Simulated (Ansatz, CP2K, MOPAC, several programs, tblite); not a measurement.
Energy against volume for Li3IS (antiperovskite), at fixed shape and fractional coordinates, computed by several methods (PBE and r2SCAN, where shown, with plane waves in Ansatz); the cell shown is that of r2SCAN. Space group Pm-3m (No. 221), cubic; conventional cell a = 4.734 Å, 21.22 Å³ an atom. I has 12 Li at 3.35 Å; S has 6 Li at 2.37 Å; Li has 2 S at 2.37 Å and 4 I at 3.35 Å. The cell comes from a prototype generator: it can be a known phase or a hypothetical one. Spin polarisation is off. Energies count from each curve's lowest point; fits are third-order Birch-Murnaghan.

Space group Pm-3m (No. 221). a = 4.734 Å, b = 4.734 Å, c = 4.734 Å, α = 90.00°, β = 90.00°, γ = 90.00°
```csv
atom,site,symmetry,x,y,z
I,1a,m-3m,0.0000,0.0000,0.0000
S,1b,m-3m,0.5000,0.5000,0.5000
Li,3c,4/mm.m,0.5000,0.5000,0.0000
```

Q: PBE, on the shape of its own relaxed cell, gives
```tsv
V (Å³/atom)	E (meV/atom)
19.981	7.29
20.619	1.74
21.256	0.00
21.894	1.53
22.532	5.87
```
What equilibrium volume and bulk modulus follow?

A: V₀ = 21.26 Å³ an atom and B₀ = 27 GPa.

PM7 (MOPAC), on the shape of the cell shown, as a cluster of 40 atoms at the zone centre:
```tsv
V (Å³/atom)	E (meV/atom)
18.677	141.04
19.950	78.97
21.223	41.86
22.497	12.26
23.770	0.00
```
The lowest point is an end point, so the minimum isn't bracketed.

Q: PBE/DZVP (CP2K), on the shape of the cell shown, gives
```tsv
V (Å³/atom)	E (meV/atom)
18.677	37.34
19.950	9.30
21.223	0.00
22.497	4.52
23.770	19.22
```
What equilibrium volume and bulk modulus follow?

A: V₀ = 21.38 Å³ an atom and B₀ = 28 GPa.

light PBE (260 eV, its own mesh), on the shape of the cell shown:
```
V (Å³/atom)  E (meV/atom)
     19.526         28.31
     20.374          6.03
     21.223          0.00
     22.072          5.98
     22.921          7.71
     23.770         17.17
```
The points scatter about a smooth fit, as a low cutoff and a light mesh can make them, so no fit is quoted.

GFN2-xTB (tblite), on the shape of the cell shown, as a cluster of 40 atoms at the zone centre:

| V (Å³/atom) | E (meV/atom) |
| --- | --- |
| 18.677 | 113.13 |
| 19.950 | 60.71 |
| 21.223 | 27.13 |
| 22.497 | 7.94 |
| 23.770 | 0.00 |

The lowest point is an end point, so the minimum isn't bracketed.
